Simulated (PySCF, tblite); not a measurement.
# C₃H₈BClN₂: geometry, infrared bands and NMR shifts

Wanted: the infrared bands and NMR shifts of C₃H₈BClN₂ (`NB(N)C/C=C\Cl`), by calculation.

Programs: tblite 0.8.0 and PySCF 2.14.0, with density-fitted response routines of our own. Each step states its level of theory. These are calculated values for one molecule in the gas phase, unless marked as measured. Atoms are numbered from 0 throughout.

### Step 1. The starting structure

15 atoms, charge 0, multiplicity 1; geometry from: force field or distance geometry start.

Bonds of the start (Å): N0–B1 1.52, B1–N2 1.53, B1–C3 1.58, C3–C4 1.52, C4–C5 1.33, C5–Cl6 1.76, N0–H7 1.04, N0–H8 1.04, N2–H9 1.04, N2–H10 1.04, C3–H11 1.08, C3–H12 1.09, C4–H13 1.10, C5–H14 1.09.

### Step 2. Optimising the geometry with GFN2-xTB

What the job is given:

```
{"job": {"kind": "relax", "xc": "GFN2-xTB", "basis": "xTB"}, "charge": 0, "multiplicity": 1}
N     -1.311500     1.690400     0.677800
B     -1.013300     0.644200    -0.383600
N     -1.927800    -0.585600    -0.403900
C      0.454600     0.396000    -0.922400
C      0.932700    -0.863800    -0.223700
C      2.022400    -0.790000     0.533500
Cl     2.864900     0.746000     0.719900
H     -2.229600     1.466100     1.118700
H     -0.592400     1.725400     1.430400
H     -1.967200    -1.025100     0.535400
H     -1.544200    -1.278800    -1.083000
H      1.140300     1.214100    -0.741200
H      0.344700     0.141200    -1.978300
H      0.402900    -1.818300    -0.360300
H      2.419100    -1.654100     1.058800
```

Run with:

```bash
OMP_NUM_THREADS=1 python probes_run.py task.json out
```

The driver reads the jobs from task.json and runs them one after another.

**Question.** This job is followed by: GFN2-xTB harmonic vibrations, gas phase; GIAO PBE0/pcSseg-1 NMR shielding, non-relativistic, gas phase. What will the session give for the following? strongest single infrared mode (GFN2-xTB); zero-point energy (GFN2-xTB); ¹³C shifts against TMS (PBE0/pcSseg-1); ¹H shifts against TMS (PBE0/pcSseg-1, means over atoms taken as alike); ¹⁵N shifts against NH3 (PBE0/pcSseg-1, means over atoms taken as alike); ¹¹B shifts against BF3·OEt2 (PBE0/pcSseg-1); ³⁵Cl shifts against HCl (PBE0/pcSseg-1).

As calculated:

```
                                                               quantity                       value
                              strongest single infrared mode (GFN2-xTB)       1258 cm⁻¹, 265 km/mol
                                           zero-point energy (GFN2-xTB)               73.0 kcal/mol
                                 ¹³C shifts against TMS (PBE0/pcSseg-1)      142.3, 124.9, 22.4 ppm
 ¹H shifts against TMS (PBE0/pcSseg-1, means over atoms taken as alike)  6.28, 5.95, 2.29, 1.87 ppm
¹⁵N shifts against NH3 (PBE0/pcSseg-1, means over atoms taken as alike)                    65.4 ppm
                            ¹¹B shifts against BF3·OEt2 (PBE0/pcSseg-1)                    25.9 ppm
                                ³⁵Cl shifts against HCl (PBE0/pcSseg-1)                     162 ppm
```

What this shows: Over 138 steps the energy fell by 1.570 eV; of the close pairs, B1–N2 changed most, 1.533 to 1.402 Å. All 39 modes are real, so the xTB geometry is a minimum. The strongest single mode, at 1258 cm⁻¹, moves mainly B1. Unscaled tight-binding wavenumbers are off by several per cent, some by more. Its intensities can rank the bands wrongly. At PBE0/pcSseg-1: Shielding is most anisotropic at Cl6 (span 395 ppm, paramagnetic term -361 ppm).
